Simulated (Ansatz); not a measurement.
This script makes an atomisation energy of AlBH₅N, SMILES B[NH][AlH2] with Ansatz 0.2.0 through its Python package.

The script, `tae_albh5n.py`:
```python
from collections import Counter
from dataclasses import dataclass

import ansatz as az


@dataclass(frozen=True)
class RunConfig:
    basis_set: str = "def2-TZVP"
    xc: str = "pbe"
    vdw: str = "d4"


cfg = RunConfig()


def energy(molecule, charge=0, unpaired=0):
    calc = molecule.calculation().basis(gaussian=cfg.basis_set).functional(cfg.xc, dispersion=cfg.vdw)
    if charge:
        calc = calc.charge(charge)
    if unpaired:
        calc = calc.spin("collinear", total=unpaired)
    report = calc.run(threads=1).report
    if report["published_state_doubts"]:
        print("  doubts:", report["published_state_doubts"])
    return report["free_energy_ev"]

GEOMETRY = """
B    -0.68040    0.78550   -0.70180
N     0.18380    0.80340    0.49960
Al    0.94810   -0.93030    0.57860
H    -1.58460    0.11260   -0.78180
H    -0.60700    1.67850   -1.53690
H    -0.41960    0.92870    1.34250
H     2.16350   -1.28790   -0.44550
H     0.08840   -2.14770    0.98960
"""

geometry = az.Crystal.molecule()
for line in GEOMETRY.strip().splitlines():
    symbol, *xyz = line.split()
    geometry = geometry.atom(symbol, [float(v) for v in xyz])

unpaired = {"B": 1, "N": 3, "Al": 1, "H": 1}
counts = Counter(site.symbol for site in geometry.cartesian_sites)
atom_energy = {s: energy(az.Crystal.molecule().atom(s, (0, 0, 0)), 0, unpaired[s]) for s in counts}
whole = energy(geometry, 0, 0)
for s, e in atom_energy.items():
    print(f"{s:2s} x{counts[s]}  {e:14.5f} eV")
print(f"AlBH5N: {whole:.5f} eV")
split = sum(counts[s] * e for s, e in atom_energy.items()) - whole
print(f"atomisation energy (no zero-point term): {23.060548 * split:.1f} kcal/mol, {split / sum(counts.values()):.3f} eV an atom")
```

What does it cost to take this molecule apart into atoms?

580.8 kcal/mol from the electronic energies, without the zero-point term.

What the script printed:

`python tae_albh5n.py` gives:
```text
B  x1      -669.67447 eV
N  x1     -1483.89518 eV
Al x1     -6591.34854 eV
H  x5       -13.59523 eV
AlBH5N: -8838.08149 eV
atomisation energy (no zero-point term): 580.8 kcal/mol, 3.148 eV an atom
```

Caveats:
- Total energies depend on the basis set; only differences at equal settings carry meaning.
- The geometry is a force-field or estimated start, not a minimum of this method, and the basis set is short of its limit. All parts are taken at fixed geometry, without zero-point energy.
- This functional overbinds, so such energies come out a few per cent too high (LDA far more).
- Timing: 4.9 s on 1 thread of Intel(R) Xeon(R) Processor @ 2.30GHz, with other jobs on the host, peak memory 0.23 GiB.
